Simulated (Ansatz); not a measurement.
# RbGe6: the cost of one run

Method: DFT PBE, scalar-relativistic, plane waves, PAW, in Ansatz 0.2.0.

1 further run of the same task is left out (it didn't finish).

**1. Starting point**

It takes space group Im-3m (No. 229, cubic). Conventional cell: a = 7.198 Å, b = 7.198 Å, c = 7.198 Å, α = 90.00°, β = 90.00°, γ = 90.00°. Around Rb (site symmetry m-3m) lie 24 Ge at 4.02 Å. Ge (site symmetry -4m2) is surrounded by 4 Ge at 2.54 Å.

Coordinates:

```
Rb Ge
1.0
    -3.59888    3.59888    3.59888
     3.59888   -3.59888    3.59888
     3.59888    3.59888   -3.59888
Rb Ge
1 6
Direct
  0.00000 0.00000 0.00000
  0.50000 0.75000 0.25000
  0.75000 0.25000 0.50000
  0.75000 0.50000 0.25000
  0.50000 0.25000 0.75000
  0.25000 0.75000 0.50000
  0.25000 0.50000 0.75000
```

It is the end of an earlier relaxation with the same method, from a generated guess; it needn't be the stable form of this composition. At a tolerance of 0.05 Å it has space group Im-3m (No. 229); it has 26.64 Å³/atom, an uncorrected energy of -0.02 eV/atom over the elements.

**2. Bands, states and charges**

File input.yaml:

```yaml
crystal:
  lattice:
    - [-3.5988839167, 3.5988839167, 3.5988839167]
    - [3.5988839167, -3.5988839167, 3.5988839167]
    - [3.5988839167, 3.5988839167, -3.5988839167]
  atoms:
    - { symbol: Rb, position: [0.0, 0.0, 0.0] }
    - { symbol: Ge, position: [0.5, 0.75, 0.25] }
    - { symbol: Ge, position: [0.75, 0.25, 0.5] }
    - { symbol: Ge, position: [0.75, 0.5, 0.25] }
    - { symbol: Ge, position: [0.5, 0.25, 0.75] }
    - { symbol: Ge, position: [0.25, 0.75, 0.5] }
    - { symbol: Ge, position: [0.25, 0.5, 0.75] }
basis:
  ecutwfc: 420
kpoints:
  mp_grid: { grid: [8, 8, 8] }
  band_path:
    path:
      - [[0.0, 0.0, 0.0], [0.5, -0.5, 0.5], [0.0, 0.0, 0.5], [0.0, 0.0, 0.0], [0.25, 0.25, 0.25], [0.5, -0.5, 0.5]]
      - [[0.25, 0.25, 0.25], [0.0, 0.0, 0.5]]
    npoints: 14
hamiltonian:
  xc: pbe
scf:
  occupations: { method: gaussian, width: 0.1 }
  n_extra_bands: 17
output:
  forces: true
  stress: true
  eigenvalues: true
  populations: true
  dos: { projected: true, de: 0.02, nscf_kmesh: { grid: [10, 10, 10] } }
  bader: true
```

On the command line:

```sh
$ ansatz run input.yaml --threads 1 --pin off --max-ram 2048MiB --backend cpu --events-out ev --progress --plain --runs-dir out
```

Q: Estimate wall time and peak memory on 1 thread of Arm Neoverse V1, shared host.

About 1.8 min, with a peak of 0.8 GiB.
